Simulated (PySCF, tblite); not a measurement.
# C₆H₁₃NOSi: geometry, infrared bands and NMR shifts

Aim: predict the infrared bands and NMR shifts of C₆H₁₃NOSi (`C=NC(=C)O[SiH2]C(C)C`).

Programs: tblite 0.8.0 and PySCF 2.14.0, with density-fitted response routines of our own. Each step states its level of theory. These are calculated values for one molecule in the gas phase, unless marked as measured. Atoms are numbered from 0 throughout.

### Step 1. The molecule as given

22 atoms, charge 0, multiplicity 1; geometry from: force field or distance geometry start.

Bonds of the start (Å): C0–N1 1.32, N1–C2 1.42, C2–C3 1.31, C2–O4 1.40, O4–Si5 1.73, Si5–C6 1.84, C6–C7 1.49, C6–C8 1.51, C0–H9 1.09, C0–H10 1.09, C3–H11 1.11, C3–H12 1.08, Si5–H13 1.49, Si5–H14 1.48, C6–H15 1.12, C7–H16 1.09, C7–H17 1.11, C7–H18 1.12, C8–H19 1.11, C8–H20 1.12, C8–H21 1.09.

### Step 2. Relaxing the molecule with GFN2-xTB

The job: settings as JSON, then the geometry in Å.

```
{"job": {"kind": "relax", "xc": "GFN2-xTB", "basis": "xTB"}, "charge": 0, "multiplicity": 1}
C      3.656900     1.131600     0.216200
N      2.570900     0.744600    -0.423500
C      2.082400    -0.563800    -0.187300
C      2.932500    -1.540400     0.032900
O      0.721100    -0.887400    -0.189000
Si    -0.351800     0.271700     0.526300
C     -2.134300    -0.094900     0.224000
C     -2.370400    -1.038300    -0.911200
C     -2.814800     1.217100    -0.079900
H      4.053700     2.140200     0.064200
H      4.148400     0.455600     0.912300
H      2.554700    -2.567000     0.218400
H      4.003900    -1.391300     0.076000
H     -0.077500     0.208400     1.989400
H     -0.017800     1.626900     0.047000
H     -2.615300    -0.513800     1.141300
H     -1.633600    -1.843400    -0.989600
H     -2.350800    -0.449100    -1.856100
H     -3.402500    -1.447000    -0.790600
H     -3.680800     0.984500    -0.732600
H     -3.168900     1.675300     0.874000
H     -2.116500     1.899900    -0.563900
```

On the command line:

```bash
OMP_NUM_THREADS=1 python probes_run.py task.json out
```

The driver reads the jobs from task.json and runs them one after another.

**Question.** This job is followed by: GFN2-xTB harmonic vibrations, gas phase; GIAO PBE0/pcSseg-1 NMR shielding, non-relativistic, gas phase. What will the session give for the following? strongest single infrared mode (GFN2-xTB); zero-point energy (GFN2-xTB); ¹³C shifts against TMS (PBE0/pcSseg-1, means over atoms taken as alike); ¹H shifts against TMS (PBE0/pcSseg-1, means over atoms taken as alike); ¹⁵N shifts against NH3 (PBE0/pcSseg-1); ¹⁷O shifts against H2O (PBE0/pcSseg-1); ²⁹Si shifts against TMS (PBE0/pcSseg-1).

As calculated:

| quantity | value |
| --- | --- |
| strongest single infrared mode (GFN2-xTB) | 2225 cm⁻¹, 396 km/mol |
| zero-point energy (GFN2-xTB) | 110.2 kcal/mol |
| ¹³C shifts against TMS (PBE0/pcSseg-1, means over atoms taken as alike) | 169.5, 154.3, 79.5, 18.8, 17.1 ppm |
| ¹H shifts against TMS (PBE0/pcSseg-1, means over atoms taken as alike) | 7.91, 7.10, 4.75, 4.04, 3.94, 1.17, 1.10 ppm |
| ¹⁵N shifts against NH3 (PBE0/pcSseg-1) | 392.5 ppm |
| ¹⁷O shifts against H2O (PBE0/pcSseg-1) | 117.4 ppm |
| ²⁹Si shifts against TMS (PBE0/pcSseg-1) | -17.3 ppm |

In words: Relaxing lowered the energy by 1.083 eV in 167 steps; the close pair that moved most is O4–Si5, from 1.734 to 1.639 Å. All 60 modes are real, so the xTB geometry is a minimum. The strongest single mode, at 2225 cm⁻¹, moves mainly H13. Unscaled tight-binding wavenumbers are off by several per cent, some by more. Its intensities can rank the bands wrongly. C2 (alkene carbon bearing oxygen) lies farthest downfield among carbon, at 169.5 ppm; an sp2 carbon further deshielded by the attached heteroatom. At PBE0/pcSseg-1: The widest tensor belongs to N1: span 635 ppm, with a paramagnetic part of -460 ppm.
